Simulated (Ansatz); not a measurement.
Geometry optimisation, DFT PBE, scalar-relativistic, plane waves, PAW in Ansatz 0.2.0.

Input file:

```yaml
crystal:
  lattice:
    - [5.8006, 0.0, 0.0]
    - [-2.9003, 5.023467, 0.0]
    - [0.0, 0.0, 15.24665]
  atoms:
    - { symbol: W, position: [0.0, 0.0, 0.0655882] }
    - { symbol: C, position: [0.3333333, 0.1666667, 0.1584315] }
    - { symbol: W, position: [0.0, 0.0, 0.2512749] }
    - { symbol: C, position: [0.3333333, 0.1666667, 0.3441182] }
    - { symbol: W, position: [0.0, 0.5, 0.0655882] }
    - { symbol: C, position: [0.3333333, 0.6666667, 0.1584315] }
    - { symbol: W, position: [0.0, 0.5, 0.2512749] }
    - { symbol: C, position: [0.3333333, 0.6666667, 0.3441182] }
    - { symbol: W, position: [0.5, 0.0, 0.0655882] }
    - { symbol: C, position: [0.8333333, 0.1666667, 0.1584315] }
    - { symbol: W, position: [0.5, 0.0, 0.2512749] }
    - { symbol: C, position: [0.8333333, 0.1666667, 0.3441182] }
    - { symbol: W, position: [0.5, 0.5, 0.0655882] }
    - { symbol: C, position: [0.8333333, 0.6666667, 0.1584315] }
    - { symbol: W, position: [0.5, 0.5, 0.2512749] }
    - { symbol: C, position: [0.8333333, 0.6666667, 0.3441182] }
    - { symbol: In, position: [0.6660999, 0.821748, 0.4457799] }
basis:
  ecutwfc: 420.0
kpoints:
  mp_grid: { grid: [3, 3, 1] }
hamiltonian:
  xc: pbe
  pseudopotentials: { kind: paw, azcp: { folder: soft_1 } }
scf:
  occupations: { method: gaussian, width: 0.05 }
  lower_state_search: "off"
relax:
  f_tol: 0.03
  max_steps: 60
  adjacent_minimum: "off"
  constraints: [{ sites: [0, 4, 8, 12] }]
```

Run as:

```bash
$ ansatz run input.yaml --threads 4 --pin off --max-ram 10240MiB --backend cpu --events-out ev --progress --plain --runs-dir out
```

Q: Where does it end, and by what steps?

A: It converged. The force dipped under the threshold on the way, but the program's further checks kept it going. Limits of this set-up: coarse k mesh, thin slab, slab without dipole correction, odd electron count without spin, a typed lattice constant that wasn't relaxed here. After 7 steps the energy has fallen by 2.659 eV; C4 moved furthest, 0.28 Å.

```csv
step,energy less start (eV),largest force component (eV/Å),accepted
0,0.0000,5.055,yes
1,-2.3219,1.017,yes
2,-2.5314,0.756,yes
3,-2.5374,0.661,yes
4,-2.6519,0.164,yes
5,-2.5988,0.716,no
6,-2.6588,0.028,yes
7,-2.6589,0.018,yes
```

```xyz
17
Lattice="5.8006 0.0000 0.0000 -2.9003 5.0235 0.0000 0.0000 0.0000 15.2467" Properties=species:S:1:pos:R:3
W 0.000 0.000 1.000
C 1.447 0.841 2.315
W 0.004 -0.012 3.860
C 1.469 0.800 4.969
W -1.450 2.512 1.000
C -0.004 3.356 2.319
W -1.445 2.502 3.889
C 0.013 3.285 5.043
W 2.900 0.000 1.000
C 4.347 0.841 2.326
W 2.905 -0.011 3.860
C 4.374 0.803 5.035
W 1.450 2.512 1.000
C 2.899 3.355 2.316
W 1.454 2.506 3.855
C 2.926 3.287 5.047
In 1.498 4.055 6.777
```

Whether the end is a true minimum wasn't checked by a vibrational analysis.

The run took 47 s on 4 threads of Arm Neoverse V1, with other jobs on the host, peak memory 1.1 GiB.
